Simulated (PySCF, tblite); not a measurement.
# C₂H₅BF₃O−: a rotation path, then NMR shifts on frames

How do NMR shifts of C₂H₅BF₃O− (`C[BH2-]OC(F)(F)F`) change as the atoms move?

Programs: tblite 0.8.0 and PySCF 2.14.0, with density-fitted response routines of our own. Each step states its level of theory. These are calculated values for one molecule in the gas phase, unless marked as measured. Atoms count from 0, in the outputs and in this text.

### 1 The molecule as given

12 atoms, charge -1, multiplicity 1; geometry from: GFN2-xTB.

Bonds of the start (Å): C0–B1 1.63, B1–O2 1.63, O2–C3 1.24, C3–F4 1.39, C3–F5 1.39, C3–F6 1.39, C0–H7 1.09, C0–H8 1.09, C0–H9 1.09, B1–H10 1.20, B1–H11 1.20.

### 2 The rotation path with GFN2-xTB

The job: settings as JSON, then the geometry in Å.

```
{"job": {"kind": "neb", "xc": "GFN2-xTB", "basis": "xTB", "atoms": [4, 3, 2, 1], "turn": 120}, "charge": -1, "multiplicity": 1}
C      1.901764     0.190477    -0.143325
B      0.348929     0.045856    -0.602224
O     -0.482505    -0.063617     0.794708
C     -1.711486    -0.181494     0.732610
F     -2.442106     0.838942     0.145097
F     -2.235298    -1.296550     0.098425
F     -2.304373    -0.266298     1.984051
H      2.239457    -0.668467     0.435327
H      2.554849     0.272072    -1.014304
H      2.065941     1.076230     0.469114
H     -0.065191     1.020324    -1.171485
H      0.131217    -0.968160    -1.209892
```

With the program's defaults for keys left out, this is: GFN2-xTB climbing-image nudged elastic band, gas phase.

On the command line:

```bash
> OMP_NUM_THREADS=1 python probes_run.py task.json out
```

One launch serves the whole session: the jobs run in the order shown.

What it wrote:

```text
image   E - E0 / eV
  0      -0.0000
  1       0.0081
  2       0.0261
  3       0.0436
  4       0.0472
  5       0.0332
  6       0.0137
  7       0.0029
  8       0.0001
```

It took 2.9 s on 1 thread of Intel Xeon Platinum 8259CL at 2.50GHz, shared host; peak memory 0.18 GiB.

The final band, with the dihedral F4–C3–O2–B1:

```csv
image,dihedral (°),energy (eV),energy (kcal/mol)
0,-62,0.000,0.0
1,-47,0.008,0.2
2,-31,0.026,0.6
3,-14,0.044,1.0
4,5,0.047,1.1
5,24,0.033,0.8
6,40,0.014,0.3
7,53,0.003,0.1
8,61,0.000,0.0
```

### 3 NMR shieldings: image 0, PBE0/pcSseg-1

The job: settings as JSON, then the geometry in Å.

```
{"job": {"kind": "nmr", "xc": "PBE0", "basis": "pcSseg-1", "pop": false}, "charge": -1, "multiplicity": 1}
C      1.901800     0.190500    -0.143300
B      0.348900     0.045900    -0.602200
O     -0.482500    -0.063600     0.794700
C     -1.711500    -0.181500     0.732600
F     -2.442100     0.838900     0.145100
F     -2.235300    -1.296600     0.098400
F     -2.304400    -0.266300     1.984100
H      2.239500    -0.668500     0.435300
H      2.554800     0.272100    -1.014300
H      2.065900     1.076200     0.469100
H     -0.065200     1.020300    -1.171500
H      0.131200    -0.968200    -1.209900
```

Level: GIAO PBE0/pcSseg-1 NMR shielding, non-relativistic, gas phase.

What it wrote:

```text
coarse grid: 10704 points
cycle   1  E = -478.1048861285  dE =  8.024e-01  |g| = 1.107e+00  |ddm| = 2.823e+00
cycle   2  E = -477.8981686694  dE =  2.067e-01  |g| = 1.620e+00  |ddm| = 1.531e+00
cycle   3  E = -478.3265861729  dE = -4.284e-01  |g| = 1.081e-01  |ddm| = 8.635e-01
cycle   4  E = -478.3281428380  dE = -1.557e-03  |g| = 6.109e-02  |ddm| = 9.715e-02
cycle   5  E = -478.3287165833  dE = -5.737e-04  |g| = 1.358e-02  |ddm| = 3.829e-02
cycle   6  E = -478.3287516158  dE = -3.503e-05  |g| = 2.808e-03  |ddm| = 1.293e-02
cycle   7  E = -478.3287532417  dE = -1.626e-06  |g| = 8.425e-04  |ddm| = 2.615e-03
final grid: 106504 points
cycle   8  E = -478.3999016707  dE = -4.512e-05  |g| = 1.114e-02  |ddm| = 2.143e-02
cycle   9  E = -478.3998869643  dE =  1.471e-05  |g| = 1.463e-02  |ddm| = 1.497e-02
cycle  10  E = -478.3999254675  dE = -3.850e-05  |g| = 1.041e-03  |ddm| = 8.110e-03
cycle  11  E = -478.3999256848  dE = -2.173e-07  |g| = 3.716e-04  |ddm| = 1.111e-03
cycle  12  E = -478.3999257076  dE = -2.281e-08  |g| = 9.967e-05  |ddm| = 2.438e-04
cycle  13  E = -478.3999257093  dE = -1.643e-09  |g| = 2.350e-05  |ddm| = 6.960e-05
cycle  14  E = -478.3999257094  dE = -9.845e-11  |g| = 6.346e-06  |ddm| = 1.812e-05
converged SCF energy = -478.3999257094

GIAO shielding tensors (ppm)
atom      isotropic    diamagn.    paramagn.     s11        s22        s33       span
  0 C      182.248     247.726     -65.478    173.157    184.971    188.617     15.460
  1 B      106.889     183.704     -76.814     86.405     97.254    137.008     50.603
  2 O      218.273     399.494    -181.221    183.977    215.944    254.898     70.921
  3 C       56.188     236.207    -180.019     30.657     30.831    107.078     76.421
  4 F      230.651     474.728    -244.078    120.423    198.650    372.879    252.456
  5 F      230.660     474.728    -244.068    120.382    198.777    372.821    252.439
  6 F      226.517     472.305    -245.788    127.622    167.955    383.973    256.351
  7 H       31.931      31.226       0.706     28.553     30.145     37.097      8.544
  8 H       32.510      30.525       1.985     29.302     29.387     38.842      9.540
  9 H       31.932      31.228       0.704     28.551     30.150     37.094      8.544
 10 H       28.640      30.890      -2.250     24.881     28.698     32.339      7.458
 11 H       28.639      30.887      -2.248     24.880     28.701     32.336      7.456
```

It took 16 s on 1 thread of Intel Xeon Platinum 8259CL at 2.50GHz, shared host; peak memory 0.7 GiB.

Shifts follow as δ = σ(reference) − σ, with reference shieldings (ppm) from runs at the same level and on the same kind of geometry: ¹H TMS 31.72, ¹³C TMS 186.9, ¹⁹F CFCl3 170.9, ¹⁷O H2O 336.1, ¹¹B BF3·OEt2 100.1. The references are single molecules in the gas phase, so shifts against H2O, NH3, PH3, H3PO4 or CFCl3 are not on the usual liquid scales and can be off by tens of ppm. Each atom is listed at this fixed geometry, with no averaging over motion; a spectrum would average atoms that exchange fast.

```csv
atoms,environment,σ (ppm),δ (ppm)
C3,CF3 carbon,56.2,130.7
C0,methyl carbon bonded to B,182.2,4.7
H11,"hydrogen on a boron bonded to C, O",28.64,3.08
H10,"hydrogen on a boron bonded to C, O",28.64,3.08
H7,hydrogen on a methyl carbon bonded to B,31.93,-0.21
H9,hydrogen on a methyl carbon bonded to B,31.93,-0.21
H8,hydrogen on a methyl carbon bonded to B,32.51,-0.79
B1,"boron bonded to C, O, 2 H",106.9,-6.8
O2,"oxygen bonded to C, B",218.3,117.8
F6,fluorine of an OCF3 group,226.5,-55.6
F4,fluorine of an OCF3 group,230.7,-59.7
F5,fluorine of an OCF3 group,230.7,-59.7
```

### 4 Shielding tensors: image 2, PBE0/pcSseg-1

The job: settings as JSON, then the geometry in Å.

```
{"job": {"kind": "nmr", "xc": "PBE0", "basis": "pcSseg-1", "pop": false}, "charge": -1, "multiplicity": 1}
C      1.908200     0.156400    -0.142400
B      0.351100     0.148300    -0.603600
O     -0.487500    -0.149700     0.759600
C     -1.719100    -0.235600     0.723900
F     -2.431900     0.497300    -0.189400
F     -2.253400    -1.516500     0.532800
F     -2.325700     0.124400     1.923700
H      2.228500    -0.802900     0.264000
H      2.551800     0.377000    -0.997200
H      2.105700     0.912800     0.617400
H     -0.019400     1.224000    -0.993100
H      0.092900    -0.736200    -1.377600
```

With the program's defaults for keys left out, this is: GIAO PBE0/pcSseg-1 NMR shielding, non-relativistic, gas phase.

What it wrote:

```text
coarse grid: 10704 points
cycle   1  E = -478.1026891192  dE =  7.977e-01  |g| = 1.110e+00  |ddm| = 2.814e+00
cycle   2  E = -477.8922389577  dE =  2.105e-01  |g| = 1.628e+00  |ddm| = 1.544e+00
cycle   3  E = -478.3255036601  dE = -4.333e-01  |g| = 1.091e-01  |ddm| = 8.713e-01
cycle   4  E = -478.3270828007  dE = -1.579e-03  |g| = 6.137e-02  |ddm| = 9.722e-02
cycle   5  E = -478.3276608118  dE = -5.780e-04  |g| = 1.367e-02  |ddm| = 3.843e-02
cycle   6  E = -478.3276962591  dE = -3.545e-05  |g| = 2.829e-03  |ddm| = 1.299e-02
cycle   7  E = -478.3276979029  dE = -1.644e-06  |g| = 8.557e-04  |ddm| = 2.619e-03
final grid: 106504 points
cycle   8  E = -478.3991318381  dE = -4.404e-05  |g| = 1.116e-02  |ddm| = 2.251e-02
cycle   9  E = -478.3991162870  dE =  1.555e-05  |g| = 1.484e-02  |ddm| = 1.551e-02
cycle  10  E = -478.3991558063  dE = -3.952e-05  |g| = 1.098e-03  |ddm| = 8.217e-03
cycle  11  E = -478.3991560533  dE = -2.470e-07  |g| = 3.525e-04  |ddm| = 1.098e-03
cycle  12  E = -478.3991560732  dE = -1.986e-08  |g| = 1.017e-04  |ddm| = 2.475e-04
cycle  13  E = -478.3991560750  dE = -1.765e-09  |g| = 2.264e-05  |ddm| = 7.640e-05
cycle  14  E = -478.3991560751  dE = -9.300e-11  |g| = 6.567e-06  |ddm| = 1.850e-05
converged SCF energy = -478.3991560751

GIAO shielding tensors (ppm)
atom      isotropic    diamagn.    paramagn.     s11        s22        s33       span
  0 C      181.863     247.797     -65.934    172.914    184.700    187.973     15.059
  1 B      106.551     183.250     -76.699     85.402     98.613    135.639     50.237
  2 O      220.786     399.685    -178.899    181.515    215.949    264.895     83.381
  3 C       55.881     236.585    -180.705     29.092     31.789    106.761     77.669
  4 F      232.700     474.719    -242.020    129.416    206.664    362.019    232.602
  5 F      223.536     474.338    -250.802    120.878    166.702    383.026    262.148
  6 F      222.381     472.588    -250.207    121.576    162.576    382.991    261.415
  7 H       31.910      31.185       0.725     28.541     30.075     37.115      8.575
  8 H       32.488      30.482       2.006     29.323     29.391     38.750      9.427
  9 H       31.894      31.188       0.707     28.561     30.118     37.004      8.443
 10 H       28.621      30.879      -2.258     24.724     28.856     32.282      7.558
 11 H       28.691      30.734      -2.043     25.123     28.640     32.310      7.187
```

Wall time 15 s (1 thread of Intel Xeon Platinum 8259CL at 2.50GHz, shared host); peak memory 0.71 GiB.

This run: δ C3 131.0, C0 5.1, B1 -6.5, O2 115.3, H10 3.10, H11 3.03 ppm.

### 5 Nuclear shieldings: image 4, PBE0/pcSseg-1

The job: settings as JSON, then the geometry in Å.

```
{"job": {"kind": "nmr", "xc": "PBE0", "basis": "pcSseg-1", "pop": false}, "charge": -1, "multiplicity": 1}
C      1.913400     0.137000    -0.145300
B      0.352600     0.234300    -0.581900
O     -0.488600    -0.328500     0.693100
C     -1.723400    -0.308100     0.696600
F     -2.415500     0.093000    -0.408800
F     -2.318100    -1.542800     0.982400
F     -2.299700     0.486100     1.698600
H      2.215800    -0.883900     0.089000
H      2.548300     0.482700    -0.964300
H      2.143400     0.751200     0.725700
H     -0.012100     1.366600    -0.760800
H      0.085000    -0.488200    -1.506200
```

With the program's defaults for keys left out, this is: GIAO PBE0/pcSseg-1 NMR shielding, non-relativistic, gas phase.

What it wrote:

```text
coarse grid: 10704 points
cycle   1  E = -478.1005560449  dE =  7.965e-01  |g| = 1.112e+00  |ddm| = 2.807e+00
cycle   2  E = -477.8870750303  dE =  2.135e-01  |g| = 1.635e+00  |ddm| = 1.549e+00
cycle   3  E = -478.3241380741  dE = -4.371e-01  |g| = 1.107e-01  |ddm| = 8.760e-01
cycle   4  E = -478.3257641710  dE = -1.626e-03  |g| = 6.173e-02  |ddm| = 9.800e-02
cycle   5  E = -478.3263483017  dE = -5.841e-04  |g| = 1.376e-02  |ddm| = 3.870e-02
cycle   6  E = -478.3263842968  dE = -3.600e-05  |g| = 2.849e-03  |ddm| = 1.306e-02
cycle   7  E = -478.3263859641  dE = -1.667e-06  |g| = 8.639e-04  |ddm| = 2.635e-03
final grid: 106504 points
cycle   8  E = -478.3980966358  dE = -4.634e-05  |g| = 1.104e-02  |ddm| = 1.990e-02
cycle   9  E = -478.3980820200  dE =  1.462e-05  |g| = 1.453e-02  |ddm| = 1.490e-02
cycle  10  E = -478.3981200567  dE = -3.804e-05  |g| = 1.070e-03  |ddm| = 8.086e-03
cycle  11  E = -478.3981202863  dE = -2.296e-07  |g| = 3.648e-04  |ddm| = 1.116e-03
cycle  12  E = -478.3981203083  dE = -2.197e-08  |g| = 9.794e-05  |ddm| = 2.410e-04
cycle  13  E = -478.3981203099  dE = -1.598e-09  |g| = 2.233e-05  |ddm| = 6.812e-05
cycle  14  E = -478.3981203099  dE = -8.868e-11  |g| = 6.540e-06  |ddm| = 1.730e-05
converged SCF energy = -478.3981203099

GIAO shielding tensors (ppm)
atom      isotropic    diamagn.    paramagn.     s11        s22        s33       span
  0 C      181.814     247.825     -66.011    173.012    184.724    187.705     14.692
  1 B      106.098     182.946     -76.848     84.466     99.177    134.651     50.185
  2 O      223.073     399.801    -176.728    180.442    215.531    273.244     92.802
  3 C       55.514     236.914    -181.400     28.247     31.916    106.379     78.132
  4 F      234.293     474.700    -240.408    143.226    198.130    361.522    218.296
  5 F      216.747     473.238    -256.491    117.531    151.815    380.895    263.364
  6 F      216.401     473.657    -257.256    118.082    149.913    381.207    263.124
  7 H       31.893      31.155       0.738     28.568     30.060     37.050      8.483
  8 H       32.496      30.470       2.025     29.378     29.393     38.716      9.338
  9 H       31.897      31.164       0.733     28.549     30.070     37.073      8.524
 10 H       28.661      30.817      -2.155     24.922     28.717     32.345      7.423
 11 H       28.666      30.760      -2.094     24.946     28.789     32.263      7.318
```

It took 15 s on 1 thread of Intel Xeon Platinum 8259CL at 2.50GHz, shared host; peak memory 0.71 GiB.

Key values: δ C3 131.4, C0 5.1, B1 -6.0, O2 113.0, H10 3.06, H11 3.05 ppm.

### 6 Nuclear shieldings: image 6, PBE0/pcSseg-1

The job: settings as JSON, then the geometry in Å.

```
{"job": {"kind": "nmr", "xc": "PBE0", "basis": "pcSseg-1", "pop": false}, "charge": -1, "multiplicity": 1}
C      1.910000     0.114100    -0.151600
B      0.341300     0.311500    -0.524400
O     -0.482700    -0.482300     0.632000
C     -1.713400    -0.372500     0.661800
F     -2.423500    -0.371900    -0.514700
F     -2.326000    -1.395900     1.374300
F     -2.239400     0.753600     1.299700
H      2.190800    -0.938700    -0.109300
H      2.533800     0.586100    -0.913900
H      2.176900     0.558500     0.807700
H     -0.014800     1.460200    -0.482300
H      0.048300    -0.223400    -1.561200
```

Method: GIAO PBE0/pcSseg-1 NMR shielding, non-relativistic, gas phase.

What it wrote:

```text
coarse grid: 10704 points
cycle   1  E = -478.1033246579  dE =  8.017e-01  |g| = 1.108e+00  |ddm| = 2.816e+00
cycle   2  E = -477.8953888461  dE =  2.079e-01  |g| = 1.622e+00  |ddm| = 1.541e+00
cycle   3  E = -478.3254382115  dE = -4.300e-01  |g| = 1.082e-01  |ddm| = 8.686e-01
cycle   4  E = -478.3269961550  dE = -1.558e-03  |g| = 6.113e-02  |ddm| = 9.734e-02
cycle   5  E = -478.3275709457  dE = -5.748e-04  |g| = 1.361e-02  |ddm| = 3.833e-02
cycle   6  E = -478.3276060636  dE = -3.512e-05  |g| = 2.827e-03  |ddm| = 1.295e-02
cycle   7  E = -478.3276077072  dE = -1.644e-06  |g| = 8.510e-04  |ddm| = 2.627e-03
final grid: 106504 points
cycle   8  E = -478.3996643556  dE = -4.519e-05  |g| = 1.115e-02  |ddm| = 2.149e-02
cycle   9  E = -478.3996490174  dE =  1.534e-05  |g| = 1.478e-02  |ddm| = 1.519e-02
cycle  10  E = -478.3996880630  dE = -3.905e-05  |g| = 1.069e-03  |ddm| = 8.147e-03
cycle  11  E = -478.3996882911  dE = -2.281e-07  |g| = 3.636e-04  |ddm| = 1.080e-03
cycle  12  E = -478.3996883126  dE = -2.155e-08  |g| = 9.936e-05  |ddm| = 2.539e-04
cycle  13  E = -478.3996883143  dE = -1.655e-09  |g| = 2.255e-05  |ddm| = 7.300e-05
cycle  14  E = -478.3996883144  dE = -9.265e-11  |g| = 6.517e-06  |ddm| = 1.860e-05
converged SCF energy = -478.3996883144

GIAO shielding tensors (ppm)
atom      isotropic    diamagn.    paramagn.     s11        s22        s33       span
  0 C      181.947     247.765     -65.818    173.193    184.767    187.880     14.688
  1 B      106.822     183.396     -76.574     85.757     98.911    135.797     50.040
  2 O      220.506     399.478    -178.972    182.935    216.317    262.264     79.329
  3 C       55.914     236.438    -180.523     29.593     31.596    106.554     76.962
  4 F      232.234     474.781    -242.547    125.351    206.014    365.338    239.987
  5 F      224.718     472.382    -247.664    125.172    165.550    383.432    258.260
  6 F      227.332     474.564    -247.232    123.137    176.515    382.343    259.206
  7 H       31.895      31.170       0.725     28.571     30.082     37.032      8.461
  8 H       32.487      30.504       1.983     29.332     29.391     38.738      9.407
  9 H       31.922      31.180       0.742     28.536     30.074     37.154      8.617
 10 H       28.688      30.837      -2.149     25.050     28.566     32.448      7.398
 11 H       28.656      30.881      -2.225     24.772     28.940     32.255      7.483
```

Wall time 15 s (1 thread of Intel Xeon Platinum 8259CL at 2.50GHz, shared host); peak memory 0.72 GiB.

This run: δ C3 131.0, C0 5.0, B1 -6.8, O2 115.6, H11 3.06, H10 3.03 ppm.

### 7 Nuclear shieldings: image 8, PBE0/pcSseg-1

The job: settings as JSON, then the geometry in Å.

```
{"job": {"kind": "nmr", "xc": "PBE0", "basis": "pcSseg-1", "pop": false}, "charge": -1, "multiplicity": 1}
C      1.906900     0.081800    -0.173300
B      0.341000     0.399600    -0.471500
O     -0.475300    -0.485700     0.628400
C     -1.708800    -0.405600     0.639800
F     -2.406100    -0.796100    -0.492700
F     -2.287600    -1.204900     1.614800
F     -2.285900     0.825600     0.907700
H      2.139800    -0.975400    -0.293300
H      2.551400     0.635700    -0.858700
H      2.194600     0.361900     0.839100
H      0.049200     1.548100    -0.270200
H     -0.017800     0.014200    -1.552000
```

Method: GIAO PBE0/pcSseg-1 NMR shielding, non-relativistic, gas phase.

What it wrote:

```text
coarse grid: 10704 points
cycle   1  E = -478.1041421247  dE =  8.010e-01  |g| = 1.107e+00  |ddm| = 2.823e+00
cycle   2  E = -477.8974423920  dE =  2.067e-01  |g| = 1.619e+00  |ddm| = 1.530e+00
cycle   3  E = -478.3258066975  dE = -4.284e-01  |g| = 1.081e-01  |ddm| = 8.632e-01
cycle   4  E = -478.3273638293  dE = -1.557e-03  |g| = 6.111e-02  |ddm| = 9.713e-02
cycle   5  E = -478.3279382143  dE = -5.744e-04  |g| = 1.359e-02  |ddm| = 3.828e-02
cycle   6  E = -478.3279732511  dE = -3.504e-05  |g| = 2.811e-03  |ddm| = 1.292e-02
cycle   7  E = -478.3279748804  dE = -1.629e-06  |g| = 8.435e-04  |ddm| = 2.618e-03
final grid: 106504 points
cycle   8  E = -478.3998552946  dE = -4.631e-05  |g| = 1.104e-02  |ddm| = 1.990e-02
cycle   9  E = -478.3998405755  dE =  1.472e-05  |g| = 1.457e-02  |ddm| = 1.495e-02
cycle  10  E = -478.3998785697  dE = -3.799e-05  |g| = 1.031e-03  |ddm| = 8.037e-03
cycle  11  E = -478.3998787792  dE = -2.095e-07  |g| = 3.751e-04  |ddm| = 1.073e-03
cycle  12  E = -478.3998788025  dE = -2.327e-08  |g| = 9.772e-05  |ddm| = 2.517e-04
cycle  13  E = -478.3998788041  dE = -1.616e-09  |g| = 2.183e-05  |ddm| = 6.910e-05
cycle  14  E = -478.3998788042  dE = -8.754e-11  |g| = 6.284e-06  |ddm| = 1.710e-05
converged SCF energy = -478.3998788042

GIAO shielding tensors (ppm)
atom      isotropic    diamagn.    paramagn.     s11        s22        s33       span
  0 C      182.260     247.733     -65.473    173.086    185.051    188.643     15.557
  1 B      106.760     183.676     -76.916     86.144     97.152    136.983     50.839
  2 O      218.175     399.523    -181.348    183.964    215.895    254.666     70.702
  3 C       56.167     236.213    -180.047     30.617     30.752    107.131     76.514
  4 F      230.446     474.769    -244.323    119.862    198.484    372.991    253.128
  5 F      226.529     472.325    -245.796    127.671    168.031    383.883    256.212
  6 F      230.558     474.676    -244.118    120.446    198.330    372.898    252.452
  7 H       31.931      31.247       0.684     28.551     30.134     37.107      8.556
  8 H       32.509      30.518       1.991     29.294     29.395     38.839      9.544
  9 H       31.937      31.225       0.712     28.551     30.173     37.087      8.536
 10 H       28.631      30.879      -2.248     24.849     28.680     32.362      7.513
 11 H       28.637      30.871      -2.234     24.875     28.724     32.311      7.436
```

Run time: 15 s. Hardware: 1 thread of Intel Xeon Platinum 8259CL at 2.50GHz, shared host; peak memory 0.72 GiB.

Key values: δ C3 130.8, C0 4.7, B1 -6.7, O2 117.9, H10 3.09, H11 3.08 ppm.

### 8 Side by side: NMR shifts

Shifts (ppm) of some atoms, chosen among heavy atoms and hydrogens apart, with basis size and wall time:

```csv
frame,H11,H10,B1,O2,F6,F4,F5,functions,time
image 0,3.08,3.08,-6.8,117.8,-55.6,-59.7,-59.7,144,16 s
image 2,3.03,3.10,-6.5,115.3,-51.4,-61.8,-52.6,144,15 s
image 4,3.05,3.06,-6.0,113.0,-45.5,-63.3,-45.8,144,15 s
image 6,3.06,3.03,-6.8,115.6,-56.4,-61.3,-53.8,144,15 s
image 8,3.08,3.09,-6.7,117.9,-59.6,-59.5,-55.6,144,15 s
```

### 9 Results

| quantity | value |
| --- | --- |
| barrier | 0.047 eV (1.1 kcal/mol) at image 4 |
| end to end (GFN2-xTB) | 0.000 eV |
| ¹³C shifts against TMS (PBE0/pcSseg-1, image 0) | 130.7, 4.7 ppm |
| ¹H shifts against TMS (PBE0/pcSseg-1, image 0) | 3.08, 3.08, -0.21, -0.21, -0.79 ppm |
| ¹¹B shifts against BF3·OEt2 (PBE0/pcSseg-1, image 0) | -6.8 ppm |
| ¹⁷O shifts against H2O (PBE0/pcSseg-1, image 0) | 117.8 ppm |
| ¹⁹F shifts against CFCl3 (PBE0/pcSseg-1, image 0) | -55.6, -59.7, -59.7 ppm |
| range of the shift of F6 | -59.6 to -45.5 ppm |

In words: Along the band the dihedral turns by 123°, and the top (dihedral 5°) lies 1.1 kcal/mol above the start (GFN2-xTB, rough), so at room temperature this motion is fast. The top was not checked by a frequency run. Shifts at one fixed geometry are not the observed spectrum, which averages over the motion. In ppm, F6 moves most: its shift spreads over 14.2 ppm, from -59.6 (image 8) to -45.5 (image 4).
